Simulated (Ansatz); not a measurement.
# CH₆BClOSi: a ladder of functionals and wavefunction methods

The task here is to estimate one member of a computed series from the others.

Computed with Ansatz 0.2.0, Gaussian basis. Level: functionals in def2-TZVPP, the program's frozen cores in correlated methods.

Levels to be run: PBE-D4, r2SCAN-D4, PBE0-D4, B3LYP-D4, ωB97X-V, ωB97M-V, B2PLYP; CCSD(T)/def2-TZVPP; MP2/def2-QZVPP; extrapolation to the limit.

**The geometry**

The geometry comes from an earlier relaxation with PBE0-D4 in a triple-zeta def2 set; it is a stationary point, not always the lowest conformer.

SMILES `OB(Cl)C[SiH3]`, 11 atoms, charge 0, spin multiplicity 1.

Atoms are counted from 1 here; the program's logs count them from 0.

Bond lengths: O1–B2 1.349 Å, O1–H6 0.962 Å, B2–Cl3 1.784 Å, B2–C4 1.548 Å, C4–Si5 1.884 Å, C4–H7 1.093 Å, C4–H8 1.094 Å, Si5–H9 1.487 Å, Si5–H10 1.486 Å, Si5–H11 1.487 Å. Angles: B2–O1–H6 113.5°, O1–B2–Cl3 118.6°, O1–B2–C4 121.0°, Cl3–B2–C4 120.4°, B2–C4–Si5 112.0°, B2–C4–H7 111.4°, B2–C4–H8 110.5°, Si5–C4–H7 106.4°, Si5–C4–H8 107.2°, H7–C4–H8 109.1°, C4–Si5–H9 110.3°, C4–Si5–H10 110.4°, C4–Si5–H11 109.8°, H9–Si5–H10 108.8°, H9–Si5–H11 108.7°, H10–Si5–H11 108.8°.

Set-up of the first run:

in.yaml reads:

```yaml
crystal:
  periodic: [false, false, false]
  atoms:
    - {symbol: O, position_ang: [-0.148704, 0.535665, 2.149413]}
    - {symbol: B, position_ang: [0.559651, -0.017139, 1.142817]}
    - {symbol: Cl, position_ang: [2.324145, 0.242544, 1.097268]}
    - {symbol: C, position_ang: [-0.142779, -0.821471, 0.021735]}
    - {symbol: Si, position_ang: [-0.498404, 0.241932, -1.491960]}
    - {symbol: H, position_ang: [0.389558, 1.040584, 2.765825]}
    - {symbol: H, position_ang: [0.478244, -1.652556, -0.323058]}
    - {symbol: H, position_ang: [-1.101876, -1.212633, 0.373851]}
    - {symbol: H, position_ang: [-1.352861, 1.399928, -1.119453]}
    - {symbol: H, position_ang: [0.768497, 0.751428, -2.077484]}
    - {symbol: H, position_ang: [-1.209970, -0.565182, -2.518154]}
basis:
  gaussian: {orbitals: def2-TZVPP}
hamiltonian: {xc: pbe, dispersion: d4}
output: {forces: true, orbitals: {seedname: orbitals}}
```

Launch:

```sh
$ ansatz run in.yaml --threads 4 --pin off --events-out ev --progress --plain --max-ram 10444MiB
```

Among the steps run: PBE-D4 (GGA); r2SCAN-D4 (meta-GGA); PBE0-D4 (hybrid); B3LYP-D4 (hybrid); ωB97X-V (range-separated); ωB97M-V (range-separated); B2PLYP (double hybrid); CCSD(T) in def2-TZVPP; MP2 in def2-QZVPP.

One table of the session follows, with a row left open; its other results are not shown here.

It belongs to the step «Atomisation energies». 

| method | atomisation energy (eV) |
| --- | --- |
| PBE-D4 | 42.618 |
| r2SCAN-D4 | ? |
| PBE0-D4 | 42.119 |
| B3LYP-D4 | 42.032 |
| ωB97X-V | 42.258 |
| ωB97M-V | 42.330 |
| B2PLYP | 41.650 |
| HF/def2-TZVPP | 31.946 |
| MP2/def2-TZVPP | 41.813 |
| CCSD/def2-TZVPP | 40.537 |
| CCSD(T)/def2-TZVPP | 41.087 |
| MP2/CBS | 42.815 |
| CCSD(T)/CBS | 42.090 |

Estimate the missing values for r2SCAN-D4.

The run gave: atomisation energy (eV): 42.366. In the column «atomisation energy (eV)» it lies between ωB97M-V (42.330) and PBE-D4 (42.618).
